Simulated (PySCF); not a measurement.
# BBr₃: electronic structure in real space, part 2 of 3

For BBr₃, the scripts below localise its valence orbitals, measure its response to a uniform field, compute its lowest excited states and analyse its density (charges, bond critical points, surface potential).

PySCF 2.14.0; Gaussian basis, gas phase. Earlier steps stand in the parts before.

## Step 6: Excited states (CAM-B3LYP/def2-svp)

input.py reads:

```python
import numpy as np
from pyscf import gto, scf, dft, tdscf
from pyscf.scf import atom_ks, atom_hf
from scipy.linalg import block_diag

def solve(mol, dm0=None, hcore=None):
    mf = (dft.UKS if mol.spin else dft.RKS)(mol, xc='camb3lyp')
    mf.grids.level = 3
    mf = mf.density_fit(auxbasis='def2-universal-jkfit')
    mf.conv_tol, mf.max_cycle = 1e-8, 80
    if hcore is not None:
        mf.get_hcore = lambda *args: hcore
    mf.kernel(dm0)
    if not mf.converged:
        mf = mf.newton().run(mf.mo_coeff, mf.mo_occ, max_cycle=30)
    assert mf.converged, 'SCF not converged'
    return mf

mol = gto.M(atom='''
Br     1.85648    -0.28586     0.00000
B      0.00004     0.00000     0.00000
Br    -1.17580    -1.46483     0.00000
Br    -0.68068     1.75069     0.00000
''', basis='def2-svp', charge=0, spin=0, verbose=4)
mf = solve(mol)
td = mf.TDDFT()
td.nstates, td.singlet, td.conv_tol = 6, False, 1e-5
td.kernel()
td.analyze()
x, y = np.array([p[0] for p in td.xy]), np.array([p[1] + 0 * p[0] for p in td.xy])
f, mu = np.zeros(len(td.e)), np.zeros((len(td.e), 3))
nto = [td.get_nto(state=i + 1, verbose=4) for i in range(len(td.e))]
# spherically averaged free atoms, for the promolecule
atm = atom_ks.get_atm_nrks(mol, xc='camb3lyp')
pro = block_diag(*[(atm[a[0]][2] * atm[a[0]][3]) @ atm[a[0]][2].T for a in mol._atom])
np.savez('result.npz', e=td.e, f=f, ok=td.converged, w=[n[0] for n in nto], nto=[n[1] for n in nto], x=x, y=y, c=mf.mo_coeff, occ=mf.mo_occ, eps=mf.mo_energy, pro=pro, mu=mu)
```

On the command line:

```sh
OMP_NUM_THREADS=1 python input.py
```

The program printed:

```text
[ENV] PYSCF_TMPDIR <dir>
[ENV] PYSCF_MAX_MEMORY 1650
[INPUT] verbose = 4
[INPUT] num. atoms = 4
[INPUT] num. electrons = 110
[INPUT] charge = 0
[INPUT] spin (= nelec alpha-beta = 2S) = 0
[INPUT] symmetry False subgroup None
[INPUT] Mole.unit = angstrom
[INPUT] Symbol           X                Y                Z      unit          X                Y                Z       unit  Magmom
[INPUT]  1 Br     1.856480000000  -0.285860000000   0.000000000000 AA    3.508238755733  -0.540197109968   0.000000000000 Bohr   0.0
[INPUT]  2 B      0.000040000000   0.000000000000   0.000000000000 AA    0.000075589045   0.000000000000   0.000000000000 Bohr   0.0
[INPUT]  3 Br    -1.175800000000  -1.464830000000   0.000000000000 AA   -2.221939977264  -2.768127519047   0.000000000000 Bohr   0.0
[INPUT]  4 Br    -0.680680000000   1.750690000000   0.000000000000 AA   -1.286298778469   3.308324629015   0.000000000000 Bohr   0.0

nuclear repulsion = 745.653851080724
number of shells = 42
number of NR pGTOs = 246
number of NR cGTOs = 110
basis = def2-svp
ecp = {}

******** <class 'pyscf.df.df_jk.DFRKS'> ********
method = DFRKS
initial guess = minao
damping factor = 0
level_shift factor = 0
DIIS = <class 'pyscf.scf.diis.CDIIS'>
diis_start_cycle = 1
diis_space = 8
diis_damp = 0
SCF conv_tol = 1e-08
SCF conv_tol_grad = None
SCF max_cycles = 80
direct_scf = False
XC library pyscf.dft.libxc version 7.0.0
    S. Lehtola, C. Steigemann, M. J.T. Oliveira, and M. A.L. Marques.,  SoftwareX 7, 1–5 (2018)
XC functionals = camb3lyp
    T. Yanai, D. P. Tew, and N. C. Handy.,  Chem. Phys. Lett. 393, 51 (2004)
radial grids:
    Treutler-Ahlrichs [JCP 102, 346 (1995); DOI:10.1063/1.469408] (M4) radial grids

becke partition: Becke, JCP 88, 2547 (1988); DOI:10.1063/1.454033
pruning grids: <function nwchem_prune at 0x76d52f793600>
grids dens level: 3
symmetrized grids: False
atomic radii adjust function: <function treutler_atomic_radii_adjust at 0x76d52f793ba0>
small_rho_cutoff = 0
Set gradient conv threshold to 0.0001
Initial guess from minao.
tot grids = 75320
******** <class 'pyscf.df.df.DF'> ********
auxbasis = def2-universal-jkfit
******** <class 'pyscf.df.df.DF'> ********
auxbasis = auxmol.basis = def2-universal-jkfit
init E= -7744.17255752774
  HOMO = -0.336170208632478  LUMO = -0.0505517071131427  gap/eV = 7.77208
cycle= 1 E= -7746.76961955729  delta_E= -2.6  |g|= 0.399  |ddm|= 2.39
  HOMO = -0.350736552383119  LUMO = -0.093876823327093  gap/eV = 6.98951
cycle= 2 E= -7746.74810395172  delta_E= 0.0215  |g|= 0.499  |ddm|= 0.936
  HOMO = -0.343166403885081  LUMO = -0.0236023215774654  gap/eV = 8.69578
cycle= 3 E= -7746.8196784498  delta_E= -0.0716  |g|= 0.0481  |ddm|= 0.545
  HOMO = -0.344328946284313  LUMO = -0.0249889627252173  gap/eV = 8.68968
cycle= 4 E= -7746.81997049812  delta_E= -0.000292  |g|= 0.0114  |ddm|= 0.0347
  HOMO = -0.345306438237821  LUMO = -0.0245665513412763  gap/eV = 8.72778
cycle= 5 E= -7746.81999825412  delta_E= -2.78e-05  |g|= 0.00215  |ddm|= 0.0186
  HOMO = -0.344945769596749  LUMO = -0.0244062151497197  gap/eV = 8.72233
cycle= 6 E= -7746.81999935382  delta_E= -1.1e-06  |g|= 0.000326  |ddm|= 0.00377
  HOMO = -0.344998598399903  LUMO = -0.0244696121215089  gap/eV = 8.72204
cycle= 7 E= -7746.81999939365  delta_E= -3.98e-08  |g|= 3.37e-05  |ddm|= 0.000756
  HOMO = -0.345000099947292  LUMO = -0.0244656721412193  gap/eV = 8.72219
cycle= 8 E= -7746.81999939445  delta_E= -8e-10  |g|= 5.19e-06  |ddm|= 0.000123
  HOMO = -0.344999447667333  LUMO = -0.024464225979834  gap/eV = 8.72221
Extra cycle  E= -7746.81999939447  delta_E= -1.27e-11  |g|= 2.54e-06  |ddm|= 1.38e-05
converged SCF energy = -7746.81999939447

******** <class 'pyscf.tdscf.rks.TDDFT'> for <class 'pyscf.df.df_jk.DFRKS'> ********
nstates = 6 triplet
deg_eia_thresh = 1.000e-03
wfnsym = None
conv_tol = 1e-05
eigh lindep = 1e-12
eigh level_shift = 0
eigh max_cycle = 100

Excitation energies (eV)
[4.81521114 5.31523075 5.31533381 5.58062096 5.58071049 6.60076321]

** Triplet excitation energies and oscillator strengths **
Excited State   1:      4.81521 eV    257.48 nm  f=0.0000
      55 -> 56        0.70620
Excited State   2:      5.31523 eV    233.26 nm  f=0.0000
      54 -> 56       -0.70517
Excited State   3:      5.31533 eV    233.26 nm  f=0.0000
      53 -> 56       -0.70517
Excited State   4:      5.58062 eV    222.17 nm  f=0.0000
      52 -> 56       -0.70358
Excited State   5:      5.58071 eV    222.17 nm  f=0.0000
      51 -> 56       -0.70358
Excited State   6:      6.60076 eV    187.83 nm  f=0.0000
      50 -> 56        0.70399

** Transition electric dipole moments (AU) **
state          X           Y           Z        Dip. S.      Osc.
  1         0.0000      0.0000      0.0000      0.0000      0.0000
  2         0.0000      0.0000      0.0000      0.0000      0.0000
  3         0.0000      0.0000      0.0000      0.0000      0.0000
  4         0.0000      0.0000      0.0000      0.0000      0.0000
  5         0.0000      0.0000      0.0000      0.0000      0.0000
  6         0.0000      0.0000      0.0000      0.0000      0.0000

** Transition velocity dipole moments (imaginary part, AU) **
state          X           Y           Z        Dip. S.      Osc.
  1        -0.0000     -0.0000     -0.0000      0.0000      0.0000
  2        -0.0000     -0.0000     -0.0000      0.0000      0.0000
  3        -0.0000     -0.0000     -0.0000      0.0000      0.0000
  4        -0.0000     -0.0000     -0.0000      0.0000      0.0000
  5        -0.0000     -0.0000     -0.0000      0.0000      0.0000
  6        -0.0000     -0.0000     -0.0000      0.0000      0.0000

** Transition magnetic dipole moments (imaginary part, AU) **
state          X           Y           Z
  1        -0.0000     -0.0000     -0.0000
  2        -0.0000     -0.0000     -0.0000
  3        -0.0000     -0.0000     -0.0000
  4        -0.0000     -0.0000     -0.0000
  5        -0.0000     -0.0000     -0.0000
  6        -0.0000     -0.0000     -0.0000
State 1: 4.81521 eV  NTO largest component 0.9971502841192224
    occ-NTO: 1.000000 (MO #55)
    vir-NTO: 0.999721 (MO #56)
State 2: 5.31523 eV  NTO largest component 0.9958962433189102
    occ-NTO: 0.998674 (MO #54)
    vir-NTO: 0.999243 (MO #56)
State 3: 5.31533 eV  NTO largest component 0.9958969532211615
    occ-NTO: 0.998673 (MO #53)
    vir-NTO: 0.999243 (MO #56)
State 4: 5.58062 eV  NTO largest component 0.9950236267471749
    occ-NTO: 0.997353 (MO #52)
    vir-NTO: 0.999471 (MO #56)
State 5: 5.58071 eV  NTO largest component 0.9950245977587139
    occ-NTO: 0.997353 (MO #51)
    vir-NTO: 0.999471 (MO #56)
State 6: 6.60076 eV  NTO largest component 0.9895744716685184
    occ-NTO: 1.000000 (MO #50)
    vir-NTO: 0.998446 (MO #56)
Spherically averaged atomic KS for {'Br', 'B'}

******** <class 'pyscf.scf.atom_ks.AtomSphAverageRKS'> ********
method = AtomSphAverageRKS
initial guess = vsap
damping factor = 0
level_shift factor = 0
diis_start_cycle = 1
diis_space = 12
SCF conv_tol = 1e-09
SCF conv_tol_grad = None
SCF max_cycles = 50
direct_scf = True
direct_scf_tol = 1e-13
XC library pyscf.dft.libxc version 7.0.0
    S. Lehtola, C. Steigemann, M. J.T. Oliveira, and M. A.L. Marques.,  SoftwareX 7, 1–5 (2018)
XC functionals = camb3lyp
    T. Yanai, D. P. Tew, and N. C. Handy.,  Chem. Phys. Lett. 393, 51 (2004)
radial grids:
    Treutler-Ahlrichs [JCP 102, 346 (1995); DOI:10.1063/1.469408] (M4) radial grids

becke partition: Becke, JCP 88, 2547 (1988); DOI:10.1063/1.454033
pruning grids: <function nwchem_prune at 0x76d52f793600>
grids dens level: 3
symmetrized grids: False
atomic radii adjust function: <function treutler_atomic_radii_adjust at 0x76d52f793ba0>
User specified grid scheme (100, 434)
small_rho_cutoff = 0
Set gradient conv threshold to 3.16228e-05
tot grids = 22928
init E= -1828.17271161282
cycle= 1 E= -1828.17778764042  delta_E= -0.00508  |g|=    0  |ddm|= 0.167
cycle= 2 E= -1828.17959365063  delta_E= -0.00181  |g|=    0  |ddm|= 0.183
cycle= 3 E= -1828.18147837015  delta_E= -0.00188  |g|=    0  |ddm|= 0.0981
cycle= 4 E= -1828.18151589765  delta_E= -3.75e-05  |g|=    0  |ddm|= 0.0317
cycle= 5 E= -1828.18155651878  delta_E= -4.06e-05  |g|=    0  |ddm|= 0.0153
cycle= 6 E= -1828.18155722167  delta_E= -7.03e-07  |g|=    0  |ddm|= 0.00414
cycle= 7 E= -1828.18155798253  delta_E= -7.61e-07  |g|=    0  |ddm|= 0.00207
cycle= 8 E= -1828.18155799562  delta_E= -1.31e-08  |g|=    0  |ddm|= 0.000569
cycle= 9 E= -1828.18155800979  delta_E= -1.42e-08  |g|=    0  |ddm|= 0.000284
cycle= 10 E= -1828.18155801003  delta_E= -2.4e-10  |g|=    0  |ddm|= 7.74e-05
Extra cycle  E= -1828.18155801016  delta_E= -1.32e-10  |g|=    0  |ddm|= 5.62e-05
Atomic HF for atom  Br  converged. SCF energy = -1828.18155801016

******** <class 'pyscf.scf.atom_ks.AtomSphAverageRKS'> ********
method = AtomSphAverageRKS
initial guess = vsap
damping factor = 0
level_shift factor = 0
diis_start_cycle = 1
diis_space = 12
SCF conv_tol = 1e-09
SCF conv_tol_grad = None
SCF max_cycles = 50
direct_scf = True
direct_scf_tol = 1e-13
XC library pyscf.dft.libxc version 7.0.0
    S. Lehtola, C. Steigemann, M. J.T. Oliveira, and M. A.L. Marques.,  SoftwareX 7, 1–5 (2018)
XC functionals = camb3lyp
    T. Yanai, D. P. Tew, and N. C. Handy.,  Chem. Phys. Lett. 393, 51 (2004)
radial grids:
    Treutler-Ahlrichs [JCP 102, 346 (1995); DOI:10.1063/1.469408] (M4) radial grids

becke partition: Becke, JCP 88, 2547 (1988); DOI:10.1063/1.454033
pruning grids: <function nwchem_prune at 0x76d52f793600>
grids dens level: 3
symmetrized grids: False
atomic radii adjust function: <function treutler_atomic_radii_adjust at 0x76d52f793ba0>
User specified grid scheme (100, 434)
small_rho_cutoff = 0
Set gradient conv threshold to 3.16228e-05
tot grids = 24752
init E= 721.137213898032
cycle= 1 E= 721.135188329883  delta_E= -0.00203  |g|=    0  |ddm|= 0.0769
cycle= 2 E= 721.135067644189  delta_E= -0.000121  |g|=    0  |ddm|= 0.0522
cycle= 3 E= 721.135055991036  delta_E= -1.17e-05  |g|=    0  |ddm|= 0.00945
cycle= 4 E= 721.135054755426  delta_E= -1.24e-06  |g|=    0  |ddm|= 0.00445
cycle= 5 E= 721.13505462058  delta_E= -1.35e-07  |g|=    0  |ddm|= 0.00124
cycle= 6 E= 721.135054605735  delta_E= -1.48e-08  |g|=    0  |ddm|= 0.000452
cycle= 7 E= 721.135054604097  delta_E= -1.64e-09  |g|=    0  |ddm|= 0.000143
cycle= 8 E= 721.135054603911  delta_E= -1.85e-10  |g|=    0  |ddm|= 2.57e-05
Extra cycle  E= 721.135054603895  delta_E= -1.61e-11  |g|=    0  |ddm|= 1.47e-05
Atomic HF for atom  B  converged. SCF energy = 721.135054603895
```

It took 1.9 min on 1 thread of AMD EPYC 9R45 (Zen 5), shared host; peak memory 0.72 GiB.

## Step 7: Analysis of result.npz

Full linear response triplet states:

```tsv
state	energy (eV)	leading pair's weight
T1	4.82	1.00
T2	5.32	1.00
T3	5.32	1.00
T4	5.58	0.99
T5	5.58	0.99
T6	6.60	0.99
```

Natural transition orbitals.

4.82 eV (257 nm), spin-forbidden from the singlet ground state, n → π*; the leading pair carries 100 %; hole on Br1, Br3 and Br4 (32 % each), electron on B2 (48 %) and Br1, Br3 and Br4 (17 % each); their centroids lie 0.0 Å apart. In canonical orbitals it is mainly HOMO → LUMO (100 %). The HOMO–LUMO gap is 8.72 eV.

Unrelaxed difference density.

0.81 e is displaced in all, of which about 0.5 e passes between atoms: Br1, Br3 and Br4 (0.15 e each) lose electrons and B2 (0.45 e) gain them. The state: 4.82 eV (257 nm), spin-forbidden from the singlet ground state, n → π*; the leading pair carries 100 %; hole on Br1, Br3 and Br4 (32 % each), electron on B2 (48 %) and Br1, Br3 and Br4 (17 % each); their centroids lie 0.0 Å apart.

(Continued in part 3 of 3.)
